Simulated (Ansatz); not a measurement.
# Si8H16 hole disc (AlSi7H16−): the relaxed shape and its frontier levels

What does Si8H16 hole disc (AlSi7H16−) look like as a singlet, and where do its frontier electrons sit?

Program: Ansatz 0.2.0, Gaussian basis. Level of theory: RKS PBE0-D4/def2-TZVPD. These are calculated values, not measurements.

Plan: relaxation at PBE-D4/def2-SVP; a single point at PBE0-D4/def2-TZVPD.

13 further runs of the same task are left out: 3 that didn't finish, 10 set aside as unsound or not needed. Runs told in other sessions of the task aren't counted.

**1. The starting structure**

24 atoms, charge -1, spin multiplicity 1.

Atoms are counted from 1 here; the program's logs count them from 0.

Bond lengths: Si1–Al5 2.463 Å, Si1–Si7 2.334 Å, Si1–H9 1.497 Å, Si1–H10 1.502 Å, Si2–Si6 2.313 Å, Si2–Si8 2.312 Å, Si2–H11 1.480 Å, Si2–H12 1.473 Å, Si3–Al5 2.463 Å, Si3–Si6 2.335 Å, Si3–H13 1.496 Å, Si3–H14 1.502 Å, Si4–Si7 2.313 Å, Si4–Si8 2.311 Å, Si4–H15 1.474 Å, Si4–H16 1.479 Å, Al5–H17 1.616 Å, Al5–H18 1.616 Å and more. Angles: Al5–Si1–Si7 119.1°, Al5–Si1–H9 119.8°, Al5–Si1–H10 117.9°, Si7–Si1–H9 100.2°, Si7–Si1–H10 98.8°, H9–Si1–H10 96.6°, Si6–Si2–Si8 118.3°, Si6–Si2–H11 113.6°, Si6–Si2–H12 109.4°, Si8–Si2–H11 107.5°, Si8–Si2–H12 105.8°, H11–Si2–H12 100.5°, Al5–Si3–Si6 119.2°, Al5–Si3–H13 119.6°, Al5–Si3–H14 118.0°, Si6–Si3–H13 100.2°, Si6–Si3–H14 98.8°, H13–Si3–H14 96.6° and more.

The ion is computed in the gas phase, without counter-ions or solvent.

The start is a GFN2-xTB geometry.

**2. Optimising with PBE-D4/def2-SVP**

in.yaml reads:

```yaml
crystal:
  periodic: [false, false, false]
  atoms:
    - {symbol: Si, position_ang: [-1.628180, 1.598720, -1.244840]}
    - {symbol: Si, position_ang: [1.550850, -1.630740, -1.106710]}
    - {symbol: Si, position_ang: [-1.619190, -1.605220, 1.243880]}
    - {symbol: Si, position_ang: [1.540060, 1.636100, 1.107080]}
    - {symbol: Al, position_ang: [-3.021110, -0.004650, 0.002270]}
    - {symbol: Si, position_ang: [-0.011840, -2.845980, 0.090470]}
    - {symbol: Si, position_ang: [-0.025780, 2.845150, -0.092230]}
    - {symbol: Si, position_ang: [2.750370, 0.007440, 0.000020]}
    - {symbol: H, position_ang: [-2.277880, 2.680080, -2.050020]}
    - {symbol: H, position_ang: [-0.756050, 1.064990, -2.345280]}
    - {symbol: H, position_ang: [2.521210, -2.474360, -1.839190]}
    - {symbol: H, position_ang: [0.884840, -0.950580, -2.230880]}
    - {symbol: H, position_ang: [-2.267570, -2.691210, 2.043520]}
    - {symbol: H, position_ang: [-0.750250, -1.073940, 2.348490]}
    - {symbol: H, position_ang: [0.875500, 0.949700, 2.229200]}
    - {symbol: H, position_ang: [2.502910, 2.483940, 1.842910]}
    - {symbol: H, position_ang: [-3.980520, -0.871480, -0.966780]}
    - {symbol: H, position_ang: [-3.976400, 0.859360, 0.978140]}
    - {symbol: H, position_ang: [-0.634200, -3.768450, -0.883900]}
    - {symbol: H, position_ang: [0.790140, -3.822750, 0.864240]}
    - {symbol: H, position_ang: [0.773510, 3.822090, -0.868370]}
    - {symbol: H, position_ang: [-0.650210, 3.769300, 0.879710]}
    - {symbol: H, position_ang: [3.701960, 0.674970, -0.913530]}
    - {symbol: H, position_ang: [3.707830, -0.652490, 0.911780]}
basis:
  gaussian: {orbitals: def2-SVP}
total_charge: -1
hamiltonian: {xc: pbe, dispersion: d4}
scf: {lower_state_search: "off"}
output: {orbitals: {seedname: orbitals}}
relax: {f_tol: 0.03, max_steps: 70}
```

Command:

```sh
$ ansatz run in.yaml --threads 4 --pin off --events-out ev --progress --plain --max-ram 6963MiB
```

After this run come: Single point, PBE0-D4/def2-TZVPD.

Before running them: what should the planned runs give, taken together? Wanted: point group; commonest bond, hydrogen aside; HOMO, LUMO at PBE0-D4/def2-TZVPD.

The runs gave:

| quantity | value |
| --- | --- |
| point group | C1 |
| commonest bond, hydrogen aside | Si–Si, 6 of mean length 2.358 Å |
| HOMO, LUMO at PBE0-D4/def2-TZVPD | -3.31, 2.13 eV |

The molecule keeps its bonding pattern by the stored test; the atoms moved 0.08 Å (rms). No usable vibrations, so a minimum isn't proven. The HOMO lies nearest to Si1, Si3 about 23 % each; Al5 20 % and the LUMO to Si2, Si4, Si8 about 9 % each; H11, H16 about 9 % each. Whether this spin is the lowest isn't tested here. The point group is read from a loosely relaxed geometry; soft torsions can leave it below the true symmetry.
